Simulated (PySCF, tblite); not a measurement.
# C₂H₄BFS₂: dynamics, then NMR shifts on frames

How do NMR shifts of C₂H₄BFS₂ (`F[C@H]1CSBS1`) change as the atoms move?

Programs: tblite 0.8.0 and PySCF 2.14.0, with density-fitted response routines of our own. Each step states its level of theory. These are calculated values for one molecule in the gas phase, unless marked as measured. Atoms are numbered from 0 throughout.

## (1) The molecule as given

10 atoms, charge 0, multiplicity 1; geometry from: GFN2-xTB.

Bonds of the start (Å): F0–C1 1.37, C1–C2 1.51, C2–S3 1.84, S3–B4 1.77, B4–S5 1.78, S5–C1 1.84, C1–H6 1.09, C2–H7 1.09, C2–H8 1.09, B4–H9 1.16.

## (2) Thermal motion with GFN2-xTB

Job settings and geometry (Å):

```
{"job": {"kind": "md", "xc": "GFN2-xTB", "basis": "xTB", "temperature": 300, "steps": 2000, "every": 50, "frames": 5}, "charge": 0, "multiplicity": 1}
F     -0.747012     1.053877    -1.547824
C     -0.682839     0.789505    -0.205651
C     -0.826955    -0.697587     0.041646
S      0.797699    -1.553413    -0.068399
B      1.791449    -0.136907     0.285214
S      0.926040     1.411723     0.435068
H     -1.483332     1.370287     0.264285
H     -1.485996    -1.140565    -0.703979
H     -1.219843    -0.881334     1.041045
H      2.939673    -0.210930     0.436067
```

Method: GFN2-xTB Langevin dynamics, gas phase.

Started as:

```
OMP_NUM_THREADS=1 python probes_run.py task.json out
```

The driver reads the jobs from task.json and runs them one after another.

What it wrote:

```text
t/fs     T/K      E/eV
    0.0   254.2   -512.14933
   25.0   139.9   -512.01913
   50.0   257.8   -512.04810
   75.0   204.3   -511.99385
  100.0   184.7   -511.91763
  125.0   211.1   -511.97966
  150.0   157.8   -511.90339
  175.0   190.9   -511.83340
  200.0   294.0   -511.87408
  225.0   164.3   -511.71377
  250.0   314.0   -511.84901
  275.0   282.1   -511.86193
  300.0   205.5   -511.89783
  325.0   284.4   -511.92785
  350.0   208.9   -511.87424
  375.0   198.9   -511.93884
  400.0   195.2   -511.97042
  425.0   192.2   -511.89088
  450.0   240.3   -511.72482
  475.0   224.4   -511.83087
  500.0   124.2   -511.79038
  525.0   266.7   -511.83233
  550.0   352.8   -511.83693
  575.0   306.6   -511.88139
  600.0   215.9   -511.68333
  625.0   307.6   -511.85826
  650.0   329.4   -511.89561
  675.0   278.9   -511.93244
  700.0   299.5   -511.90331
  725.0   294.8   -511.85337
  750.0   279.2   -511.93067
  775.0   271.3   -511.87530
  800.0   195.3   -511.96436
  825.0   329.1   -511.94094
  850.0   314.3   -511.82823
  875.0   303.1   -511.77853
  900.0   238.9   -511.69923
  925.0   370.6   -511.74904
  950.0   483.8   -511.87133
  975.0   457.6   -511.88250
 1000.0   259.8   -511.87649
```

Run time: 13 s. Hardware: 1 thread of Intel Xeon 6975P-C, shared host; peak memory 0.18 GiB.

Distance from the start (root mean square after alignment): 0 fs 0.00 Å, 200 fs 0.10 Å, 400 fs 0.07 Å, 600 fs 0.17 Å, 800 fs 0.09 Å, 1000 fs 0.18 Å.

Positions (Å) and forces (eV/Å) at 1000 fs:

```xyz
10

F    -1.089    1.113   -1.366   -0.254   -0.532    0.246
C    -1.306    0.753   -0.035    1.437    0.523   -0.739
C    -1.355   -0.734    0.130    0.361   -0.745   -0.518
S     0.299   -1.431    0.680   -0.250    0.519    0.272
B     0.935    0.114    1.349    0.765   -0.823    0.393
S     0.099    1.549    0.867   -0.401    0.685    0.275
H    -2.126    1.350    0.259   -1.361    0.221    0.407
H    -1.550   -1.151   -0.875    0.010   -0.052    0.478
H    -2.068   -1.146    0.856    0.086    0.515   -0.255
H     1.867    0.229    2.081   -0.394   -0.311   -0.560
```

## (3) NMR shieldings: 250 fs, PBE0/pcSseg-1

Job settings and geometry (Å):

```
{"job": {"kind": "nmr", "xc": "PBE0", "basis": "pcSseg-1", "pop": false}, "charge": 0, "multiplicity": 1}
F     -0.796400     0.980700    -1.438200
C     -0.871100     0.650800    -0.151400
C     -0.915300    -0.880600    -0.133700
S      0.803000    -1.640100    -0.021900
B      1.584700    -0.154500     0.623800
S      0.582400     1.283000     0.834900
H     -1.661400     1.101800     0.387100
H     -1.441300    -1.285900    -1.004400
H     -1.336600    -1.383900     0.734700
H      2.639800    -0.222200     1.034500
```

Method: GIAO PBE0/pcSseg-1 NMR shielding, non-relativistic, gas phase.

What it wrote:

```text
coarse grid: 10072 points
cycle   1  E = -999.0891077588  dE =  8.144e-01  |g| = 4.758e-01  |ddm| = 2.989e+00
cycle   2  E = -999.0478977383  dE =  4.121e-02  |g| = 6.962e-01  |ddm| = 8.416e-01
cycle   3  E = -999.1332013216  dE = -8.530e-02  |g| = 4.638e-02  |ddm| = 4.846e-01
cycle   4  E = -999.1335788469  dE = -3.775e-04  |g| = 2.457e-02  |ddm| = 5.902e-02
cycle   5  E = -999.1337198963  dE = -1.410e-04  |g| = 6.068e-03  |ddm| = 2.536e-02
cycle   6  E = -999.1337290979  dE = -9.202e-06  |g| = 1.864e-03  |ddm| = 8.704e-03
final grid: 90208 points
cycle   7  E = -999.1781660265  dE = -2.272e-05  |g| = 1.019e-02  |ddm| = 2.775e-02
cycle   8  E = -999.1781400292  dE =  2.600e-05  |g| = 1.431e-02  |ddm| = 2.269e-02
cycle   9  E = -999.1781914508  dE = -5.142e-05  |g| = 9.808e-04  |ddm| = 1.404e-02
cycle  10  E = -999.1781916677  dE = -2.169e-07  |g| = 2.599e-04  |ddm| = 1.206e-03
cycle  11  E = -999.1781916828  dE = -1.508e-08  |g| = 7.912e-05  |ddm| = 2.711e-04
cycle  12  E = -999.1781916843  dE = -1.498e-09  |g| = 1.520e-05  |ddm| = 8.582e-05
cycle  13  E = -999.1781916844  dE = -6.116e-11  |g| = 2.421e-06  |ddm| = 2.148e-05
converged SCF energy = -999.1781916844

GIAO shielding tensors (ppm)
atom      isotropic    diamagn.    paramagn.     s11        s22        s33       span
  0 F      347.215     473.723    -126.508    250.745    361.518    429.382    178.637
  1 C       81.228     244.812    -163.584     39.775     86.908    117.000     77.225
  2 C      134.116     250.367    -116.250     93.851    142.776    165.723     71.872
  3 S      358.068    1056.542    -698.473    233.649    291.595    548.961    315.312
  4 B       41.321     194.590    -153.269     -4.274     14.949    113.288    117.562
  5 S      324.310    1056.960    -732.650    225.210    313.456    434.265    209.054
  6 H       25.428      30.056      -4.628     22.171     24.527     29.585      7.413
  7 H       28.009      29.583      -1.575     22.582     26.772     34.673     12.091
  8 H       27.823      30.083      -2.260     20.917     27.442     35.109     14.192
  9 H       25.246      28.431      -3.185     24.305     25.368     26.065      1.760
```

Wall time 8.7 s (1 thread of Intel Xeon 6975P-C, shared host); peak memory 0.66 GiB.

Shifts follow as δ = σ(reference) − σ, with reference shieldings (ppm) from runs at the same level and on the same kind of geometry: 1H TMS 31.72, 13C TMS 186.9, 19F CFCl3 170.9, 11B BF3·OEt2 100.1, 33S CS2 504. The references are single molecules in the gas phase, so shifts against H2O, NH3, PH3, H3PO4 or CFCl3 are not on the usual liquid scales and can be off by tens of ppm. Each atom is listed at this fixed geometry, with no averaging over motion; a spectrum would average atoms that exchange fast.

| atoms | environment | σ (ppm) | δ (ppm) |
| --- | --- | --- | --- |
| C1 | sp3 CH bonded to F and S | 81.2 | 105.7 |
| C2 | sp3 CH2 bonded to S | 134.1 | 52.8 |
| H9 | hydrogen on a boron bonded to 2 S, in a 5-membered ring | 25.25 | 6.47 |
| H6 | hydrogen on an sp3 CH bonded to F and S | 25.43 | 6.29 |
| H8 | hydrogen on an sp3 CH2 bonded to S | 27.82 | 3.89 |
| H7 | hydrogen on an sp3 CH2 bonded to S | 28.01 | 3.71 |
| F0 | fluorine on an sp3 carbon | 347.2 | -176.3 |
| S5 | sulfur bonded to C, B, in a 5-membered ring | 324 | 179 |
| S3 | sulfur bonded to C, B, in a 5-membered ring | 358 | 146 |
| B4 | boron bonded to 2 S, H, in a 5-membered ring | 41.3 | 58.7 |

Ring of atoms C1, C2, S3, B4, S5: NICS(0) -6.3, NICS(1) -4.7, NICS(1)zz -4.3 ppm (means of both faces).

## (4) Nuclear shieldings: 425 fs, PBE0/pcSseg-1

Job settings and geometry (Å):

```
{"job": {"kind": "nmr", "xc": "PBE0", "basis": "pcSseg-1", "pop": false}, "charge": 0, "multiplicity": 1}
F     -0.606700     0.797500    -1.582500
C     -0.781400     0.475100    -0.224600
C     -0.978800    -1.025000    -0.064900
S      0.635500    -1.890400    -0.045900
B      1.389600    -0.529000     0.772700
S      0.649600     1.068200     0.794800
H     -1.584400     1.146600    -0.024300
H     -1.567500    -1.441200    -0.909400
H     -1.516700    -1.217500     0.871100
H      2.497300    -0.655000     1.130800
```

Method: GIAO PBE0/pcSseg-1 NMR shielding, non-relativistic, gas phase.

What it wrote:

```text
coarse grid: 10072 points
cycle   1  E = -999.0843417469  dE =  8.005e-01  |g| = 5.144e-01  |ddm| = 3.004e+00
cycle   2  E = -999.0197770767  dE =  6.456e-02  |g| = 8.252e-01  |ddm| = 9.427e-01
cycle   3  E = -999.1351757077  dE = -1.154e-01  |g| = 4.433e-02  |ddm| = 5.604e-01
cycle   4  E = -999.1355128422  dE = -3.371e-04  |g| = 2.574e-02  |ddm| = 6.224e-02
cycle   5  E = -999.1356690336  dE = -1.562e-04  |g| = 6.216e-03  |ddm| = 2.673e-02
cycle   6  E = -999.1356787448  dE = -9.711e-06  |g| = 1.796e-03  |ddm| = 8.628e-03
final grid: 90208 points
cycle   7  E = -999.1809081209  dE = -2.362e-05  |g| = 1.097e-02  |ddm| = 2.943e-02
cycle   8  E = -999.1808755573  dE =  3.256e-05  |g| = 1.596e-02  |ddm| = 2.407e-02
cycle   9  E = -999.1809370522  dE = -6.149e-05  |g| = 1.231e-03  |ddm| = 1.470e-02
cycle  10  E = -999.1809373279  dE = -2.757e-07  |g| = 3.235e-04  |ddm| = 1.252e-03
cycle  11  E = -999.1809373466  dE = -1.871e-08  |g| = 8.639e-05  |ddm| = 2.806e-04
cycle  12  E = -999.1809373484  dE = -1.774e-09  |g| = 1.469e-05  |ddm| = 9.876e-05
cycle  13  E = -999.1809373484  dE = -5.934e-11  |g| = 2.479e-06  |ddm| = 2.247e-05
converged SCF energy = -999.1809373484

GIAO shielding tensors (ppm)
atom      isotropic    diamagn.    paramagn.     s11        s22        s33       span
  0 F      329.642     475.157    -145.515    219.142    356.126    413.659    194.517
  1 C       72.246     244.513    -172.267     32.844     79.020    104.873     72.029
  2 C      136.948     250.717    -113.769    106.717    144.502    159.624     52.908
  3 S      442.902    1056.377    -613.474    274.062    430.284    624.361    350.299
  4 B       40.730     193.790    -153.060     -4.535     11.405    115.319    119.854
  5 S      350.109    1056.668    -706.559    205.998    363.529    480.801    274.802
  6 H       24.916      30.311      -5.396     21.272     25.265     28.210      6.938
  7 H       27.474      28.707      -1.232     21.976     25.914     34.533     12.557
  8 H       28.611      29.368      -0.757     23.013     26.968     35.852     12.838
  9 H       25.061      27.412      -2.352     24.370     25.023     25.788      1.417
```

Run time: 9.3 s. Hardware: 1 thread of Intel Xeon 6975P-C, shared host; peak memory 0.72 GiB.

This run: δ C1 114.7, C2 50.0, F0 -158.7, S5 154, H6 6.80, H9 6.66 ppm.

## (5) Shielding tensors: 625 fs, PBE0/pcSseg-1

Job settings and geometry (Å):

```
{"job": {"kind": "nmr", "xc": "PBE0", "basis": "pcSseg-1", "pop": false}, "charge": 0, "multiplicity": 1}
F     -0.513700     0.593100    -1.565800
C     -0.736100     0.375900    -0.256100
C     -0.899200    -1.154900     0.025300
S      0.686500    -1.970600     0.298900
B      1.543700    -0.609100     1.019200
S      0.674400     0.914600     0.869100
H     -1.655500     0.854800     0.149700
H     -1.374900    -1.619600    -0.830800
H     -1.488200    -1.455800     0.850900
H      2.582800    -0.735200     1.481300
```

Level: GIAO PBE0/pcSseg-1 NMR shielding, non-relativistic, gas phase.

What it wrote:

```text
coarse grid: 10072 points
cycle   1  E = -999.0829734105  dE =  8.429e-01  |g| = 4.941e-01  |ddm| = 2.994e+00
cycle   2  E = -999.0322107087  dE =  5.076e-02  |g| = 7.431e-01  |ddm| = 9.021e-01
cycle   3  E = -999.1323034244  dE = -1.001e-01  |g| = 4.809e-02  |ddm| = 5.182e-01
cycle   4  E = -999.1327193185  dE = -4.159e-04  |g| = 2.567e-02  |ddm| = 6.669e-02
cycle   5  E = -999.1328727677  dE = -1.534e-04  |g| = 5.980e-03  |ddm| = 2.677e-02
cycle   6  E = -999.1328818541  dE = -9.086e-06  |g| = 1.926e-03  |ddm| = 8.861e-03
final grid: 90208 points
cycle   7  E = -999.1785971812  dE = -2.587e-05  |g| = 9.774e-03  |ddm| = 2.731e-02
cycle   8  E = -999.1785784833  dE =  1.870e-05  |g| = 1.317e-02  |ddm| = 2.068e-02
cycle   9  E = -999.1786195688  dE = -4.109e-05  |g| = 1.142e-03  |ddm| = 1.236e-02
cycle  10  E = -999.1786198432  dE = -2.744e-07  |g| = 2.629e-04  |ddm| = 1.227e-03
cycle  11  E = -999.1786198584  dE = -1.519e-08  |g| = 7.417e-05  |ddm| = 2.619e-04
cycle  12  E = -999.1786198598  dE = -1.389e-09  |g| = 1.396e-05  |ddm| = 8.292e-05
cycle  13  E = -999.1786198599  dE = -5.230e-11  |g| = 3.695e-06  |ddm| = 2.213e-05
converged SCF energy = -999.1786198599

GIAO shielding tensors (ppm)
atom      isotropic    diamagn.    paramagn.     s11        s22        s33       span
  0 F      346.792     473.017    -126.225    265.054    340.688    434.634    169.580
  1 C       73.997     243.713    -169.716     42.108     77.077    102.806     60.698
  2 C      138.340     251.714    -113.374    103.255    143.113    168.654     65.399
  3 S      401.526    1056.694    -655.168    263.047    360.851    580.681    317.635
  4 B       43.985     196.730    -152.745     -7.427     23.570    115.813    123.240
  5 S      314.057    1056.634    -742.577    254.441    278.095    409.636    155.195
  6 H       24.579      28.525      -3.946     22.187     23.046     28.502      6.315
  7 H       28.390      30.085      -1.696     23.110     27.125     34.934     11.824
  8 H       28.949      31.097      -2.147     22.499     28.046     36.303     13.804
  9 H       24.979      28.460      -3.481     23.840     25.244     25.853      2.013
```

Wall time 8 s (1 thread of Intel Xeon 6975P-C, shared host); peak memory 0.72 GiB.

Key values: δ C1 112.9, C2 48.6, F0 -175.8, S5 190, H6 7.14, H9 6.74 ppm.

## (6) Shielding tensors: 800 fs, PBE0/pcSseg-1

Job settings and geometry (Å):

```
{"job": {"kind": "nmr", "xc": "PBE0", "basis": "pcSseg-1", "pop": false}, "charge": 0, "multiplicity": 1}
F     -0.708900     0.660900    -1.341500
C     -0.973500     0.515700    -0.046900
C     -0.867600    -0.909500     0.429000
S      0.844300    -1.511600     0.646300
B      1.478100     0.142700     1.083400
S      0.346900     1.453500     0.847800
H     -1.957000     1.069700     0.171300
H     -1.331800    -1.602800    -0.279100
H     -1.311100    -0.974100     1.413900
H      2.541900     0.318600     1.474800
```

With the program's defaults for keys left out, this is: GIAO PBE0/pcSseg-1 NMR shielding, non-relativistic, gas phase.

What it wrote:

```text
coarse grid: 10072 points
cycle   1  E = -999.0914440069  dE =  8.586e-01  |g| = 4.912e-01  |ddm| = 3.002e+00
cycle   2  E = -999.0478826369  dE =  4.356e-02  |g| = 7.221e-01  |ddm| = 8.957e-01
cycle   3  E = -999.1385879245  dE = -9.071e-02  |g| = 4.931e-02  |ddm| = 5.137e-01
cycle   4  E = -999.1390199983  dE = -4.321e-04  |g| = 2.642e-02  |ddm| = 6.547e-02
cycle   5  E = -999.1391846353  dE = -1.646e-04  |g| = 5.770e-03  |ddm| = 2.766e-02
cycle   6  E = -999.1391930505  dE = -8.415e-06  |g| = 1.873e-03  |ddm| = 9.088e-03
final grid: 90208 points
cycle   7  E = -999.1835679489  dE = -2.292e-05  |g| = 1.005e-02  |ddm| = 2.672e-02
cycle   8  E = -999.1835450515  dE =  2.290e-05  |g| = 1.395e-02  |ddm| = 2.223e-02
cycle   9  E = -999.1835920702  dE = -4.702e-05  |g| = 1.070e-03  |ddm| = 1.334e-02
cycle  10  E = -999.1835923076  dE = -2.374e-07  |g| = 2.390e-04  |ddm| = 1.156e-03
cycle  11  E = -999.1835923191  dE = -1.150e-08  |g| = 8.108e-05  |ddm| = 2.513e-04
cycle  12  E = -999.1835923207  dE = -1.629e-09  |g| = 1.370e-05  |ddm| = 9.039e-05
cycle  13  E = -999.1835923208  dE = -5.207e-11  |g| = 3.720e-06  |ddm| = 2.106e-05
converged SCF energy = -999.1835923208

GIAO shielding tensors (ppm)
atom      isotropic    diamagn.    paramagn.     s11        s22        s33       span
  0 F      344.906     475.196    -130.290    277.468    333.414    423.836    146.368
  1 C       77.054     244.002    -166.948     49.976     80.676    100.511     50.535
  2 C      141.326     251.161    -109.834    108.695    148.559    166.725     58.031
  3 S      408.029    1056.355    -648.326    270.865    363.449    589.773    318.908
  4 B       41.468     195.702    -154.234     -6.296     15.481    115.220    121.516
  5 S      310.799    1057.108    -746.309    215.645    318.273    398.480    182.835
  6 H       24.088      27.704      -3.616     20.987     22.574     28.703      7.716
  7 H       27.855      29.315      -1.460     21.832     26.645     35.089     13.257
  8 H       28.942      29.922      -0.980     22.492     27.735     36.598     14.105
  9 H       24.921      28.234      -3.313     24.190     25.108     25.467      1.277
```

It took 8.1 s on 1 thread of Intel Xeon 6975P-C, shared host; peak memory 0.72 GiB.

In short: δ C1 109.9, C2 45.6, F0 -174.0, S5 193, H6 7.63, H9 6.80 ppm.

## (7) NMR shieldings: 1000 fs, PBE0/pcSseg-1

Job settings and geometry (Å):

```
{"job": {"kind": "nmr", "xc": "PBE0", "basis": "pcSseg-1", "pop": false}, "charge": 0, "multiplicity": 1}
F     -1.088500     1.112900    -1.366100
C     -1.305800     0.753100    -0.035500
C     -1.354600    -0.733900     0.130400
S      0.299200    -1.430600     0.680100
B      0.934700     0.113800     1.349000
S      0.099100     1.548800     0.866600
H     -2.125600     1.349700     0.259300
H     -1.550000    -1.151200    -0.875000
H     -2.068200    -1.145800     0.856100
H      1.867100     0.228500     2.080900
```

Level: GIAO PBE0/pcSseg-1 NMR shielding, non-relativistic, gas phase.

What it wrote:

```text
coarse grid: 10072 points
cycle   1  E = -999.0821472370  dE =  7.945e-01  |g| = 5.101e-01  |ddm| = 2.982e+00
cycle   2  E = -999.0205754042  dE =  6.157e-02  |g| = 8.059e-01  |ddm| = 9.392e-01
cycle   3  E = -999.1328099008  dE = -1.122e-01  |g| = 4.545e-02  |ddm| = 5.546e-01
cycle   4  E = -999.1331761717  dE = -3.663e-04  |g| = 2.557e-02  |ddm| = 6.244e-02
cycle   5  E = -999.1333282123  dE = -1.520e-04  |g| = 5.957e-03  |ddm| = 2.607e-02
cycle   6  E = -999.1333367553  dE = -8.543e-06  |g| = 2.012e-03  |ddm| = 8.893e-03
final grid: 90208 points
cycle   7  E = -999.1786137663  dE = -2.360e-05  |g| = 1.065e-02  |ddm| = 2.866e-02
cycle   8  E = -999.1785843222  dE =  2.944e-05  |g| = 1.528e-02  |ddm| = 2.330e-02
cycle   9  E = -999.1786410093  dE = -5.669e-05  |g| = 1.279e-03  |ddm| = 1.430e-02
cycle  10  E = -999.1786413302  dE = -3.209e-07  |g| = 3.094e-04  |ddm| = 1.325e-03
cycle  11  E = -999.1786413490  dE = -1.885e-08  |g| = 7.667e-05  |ddm| = 2.711e-04
cycle  12  E = -999.1786413504  dE = -1.411e-09  |g| = 1.538e-05  |ddm| = 8.623e-05
cycle  13  E = -999.1786413505  dE = -6.116e-11  |g| = 3.032e-06  |ddm| = 2.250e-05
converged SCF energy = -999.1786413505

GIAO shielding tensors (ppm)
atom      isotropic    diamagn.    paramagn.     s11        s22        s33       span
  0 F      316.193     475.914    -159.721    203.763    360.181    384.634    180.871
  1 C       75.235     244.559    -169.324     33.368     78.229    114.109     80.742
  2 C      137.044     250.895    -113.851    100.693    148.961    161.478     60.785
  3 S      379.582    1056.352    -676.769    206.350    336.558    595.839    389.489
  4 B       44.094     195.399    -151.305     -4.646     22.085    114.845    119.491
  5 S      287.059    1057.339    -770.281    160.080    290.764    410.333    250.253
  6 H       25.277      29.808      -4.530     22.698     24.660     28.474      5.776
  7 H       27.389      29.126      -1.738     22.342     26.286     33.538     11.196
  8 H       27.651      28.720      -1.069     21.183     26.879     34.892     13.709
  9 H       24.765      27.398      -2.633     24.121     24.767     25.408      1.287
```

Wall time 8 s (1 thread of Intel Xeon 6975P-C, shared host); peak memory 0.72 GiB.

In short: δ C1 111.7, C2 49.9, F0 -145.2, S5 217, H9 6.95, H6 6.44 ppm.

## (8) Run by run: NMR shifts

Shifts (ppm) of some atoms, chosen among heavy atoms and hydrogens apart, with basis size and wall time:

| frame | C1 | C2 | H6 | H8 | F0 | S5 | S3 | functions | time |
| --- | --- | --- | --- | --- | --- | --- | --- | --- | --- |
| 250 fs | 105.7 | 52.8 | 6.29 | 3.89 | -176.3 | 179 | 146 | 136 | 8.7 s |
| 425 fs | 114.7 | 50.0 | 6.80 | 3.11 | -158.7 | 154 | 61 | 136 | 9.3 s |
| 625 fs | 112.9 | 48.6 | 7.14 | 2.77 | -175.8 | 190 | 102 | 136 | 8 s |
| 800 fs | 109.9 | 45.6 | 7.63 | 2.78 | -174.0 | 193 | 96 | 136 | 8.1 s |
| 1000 fs | 111.7 | 49.9 | 6.44 | 4.07 | -145.2 | 217 | 124 | 136 | 8 s |

## (9) Summary of results

```
                                           quantity                       value
                                         thermostat                       300 K
                      mean temperature, second half                       299 K
            mean potential energy above the minimum                     0.30 eV
     13C shifts against TMS (PBE0/pcSseg-1, 250 fs)             105.7, 52.8 ppm
      1H shifts against TMS (PBE0/pcSseg-1, 250 fs)  6.47, 6.29, 3.89, 3.71 ppm
   19F shifts against CFCl3 (PBE0/pcSseg-1, 250 fs)                  -176.3 ppm
     33S shifts against CS2 (PBE0/pcSseg-1, 250 fs)                179, 146 ppm
11B shifts against BF3·OEt2 (PBE0/pcSseg-1, 250 fs)                    58.7 ppm
                           range of the shift of S3               61 to 146 ppm
```

In words: In the second half the potential energy averages 0.30 eV above the minimum; equipartition over 24 harmonic modes at 300 K would give 0.31 eV. With 10 atoms the temperature swings widely (124 to 484 K). Shifts at one fixed geometry are not the observed spectrum, which averages over the motion. In the first frame run (250 fs): The widest tensor belongs to S3: span 315 ppm, with a paramagnetic part of -698 ppm. In ppm, S3 moves most: its shift spreads over 85 ppm, from 61 (425 fs) to 146 (250 fs).
